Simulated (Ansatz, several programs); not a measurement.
Cu2BeGeSe4 (kesterite), relaxed with r2SCAN in Ansatz (plane waves, PAW): it is tetragonal, I-4 (No. 82); conventional cell a = 5.503 Å, c = 10.699 Å, 20.25 Å³ an atom. Cu has 4 Se at 2.40 Å; Be has 4 Se at 2.24 Å; Ge has 4 Se at 2.41 Å; Se has 1 Be at 2.24 Å and 2 Cu at 2.40 Å and 1 Ge at 2.41 Å. The cell was then scaled with its shape and fractional coordinates held, which makes it stiffer than a relaxed compression. No spin polarisation and no zero-point or thermal motion; the cell was built from a prototype and may be hypothetical.

```csv
V (Å³/atom),E (meV/atom)
19.039,18.69
19.646,4.39
20.254,0.00
21.469,14.96
```

Question: Pass a cubic E = c₀ + c₁u + c₂u² + c₃u³, with u = V − 20.102 Å³, through these points.

Answer: c₀ = 0.25, c₁ = -3.418, c₂ = 11.910, c₃ = -1.1243 (meV and Å³).

Question: Where is the minimum, and what bulk modulus follows?

Answer: dE/du = 0 at u = +0.147, so V₀ = 20.25 Å³. B = V₀ d²E/dV² = 20.25 × (2c₂ + 6c₃u) = 20.25 × 22.832 = 462 meV/Å³, and 1 meV/Å³ is 0.16022 GPa: 74 GPa. A third-order Birch-Murnaghan fit to all five points gives 20.25 Å³ and 73 GPa.

Question: Predict the energy and the pressure at the withheld volume, 20.861 Å³.

Answer: With u = +0.759: E ≈ 4.03 meV and P = −dE/dV ≈ -2.04 GPa. The run gives 3.96 meV and, from its stress, -2.02 GPa.
